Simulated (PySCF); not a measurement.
# Zr2Te: structure of the triplet

Aim: relax Zr2Te as a triplet from a bent start, check by its vibrations whether the end is a minimum, and collect its spectrum and constants.

Computed with PySCF 2.14.0. Level: PBE, basis Te def2-SVP with ECP28, Zr def2-SVP with ECP28, scalar-relativistic core potentials, no spin–orbit coupling, density fitting.

### 1 Starting geometry

3 atoms, charge 0, spin multiplicity 3.

Bond lengths: Te1–Zr2 2.900 Å, Te1–Zr3 2.900 Å. Angles: Zr2–Te1–Zr3 110.0°.

Coordinates in bohr (charge 0 multiplicity 3):
```
Te    0.0000    0.0000   -1.8249
Zr    4.4890    0.0000    1.3184
Zr   -4.4890    0.0000    1.3184
```

### 2 Relaxation: bent start, triplet

The steps below are one call of a driver around PySCF. For each, scf.py gives the equivalent set-up of the SCF; relaxations use the driver's own optimiser. Before each start the driver seeks the lowest SCF state from one or more starting densities and follows internal instabilities, so scf.py alone need not reach the same state.

The program finds C2v symmetry in the start, which this walk keeps. The walk stops when the largest gradient is under 0.0003 Eh/bohr and the energy has settled too.

The input, scf.py:

```python
from pyscf import gto, scf, dft
mol = gto.M(atom='''
Te     0.000000     0.000000    -0.965708
Zr     2.375500    -0.000000     0.697692
Zr    -2.375500     0.000000     0.697692''',
    basis={'Te': 'def2-SVP', 'Zr': 'def2-SVP'},
    ecp={'Te': 'def2-SVP', 'Zr': 'def2-SVP'},
    charge=0, spin=2)
mf = dft.UKS(mol, xc='PBE')
mf.grids.atom_grid = (50, 194)
aux = {'Te': 'def2-universal-JKFIT', 'Zr': 'def2-universal-JKFIT'}
mf = mf.density_fit(auxbasis=aux)
mf.kernel()
```

The runs that follow: Is it a minimum? Harmonic modes.

**Question.** What will these runs give? Wanted: minimum; geometry; wavenumbers; dipole moment; highest occupied, lowest empty level; polar-tensor charge of Te1; zero-point energy; atomisation energy; ⟨S²⟩.

As calculated:

| quantity | value |
| --- | --- |
| minimum | triplet, C2v |
| geometry | Te–Zr 2.757 Å (×2), Zr–Zr 2.370 Å; Te–Zr–Zr 64.5° (×2), Zr–Te–Zr 50.9° |
| wavenumbers (cm⁻¹) | 163 (b2), 198 (a1), 260 (a1) |
| dipole moment | 3.94 D |
| highest occupied, lowest empty level (either spin) | -3.61, -3.26 eV |
| polar-tensor charge of Te1 | -0.35 e |
| zero-point energy | 3.7 kJ/mol |
| entropy at 298.15 K | 334.7 J/(mol K) |
| atomisation energy (no zero-point energy) | 868 kJ/mol |
| ⟨S²⟩ | 2.010 |

What this shows: The bent start keeps its C2v symmetry and ends in a minimum. In the infrared the band at 198 cm⁻¹ (a1) leads. Only this shape and spin were tried, so other structures or states may lie lower. Open d and f shells are described by one determinant, and the ground state may have another occupation or spin. With an element this heavy the missing spin–orbit coupling can shift these numbers.
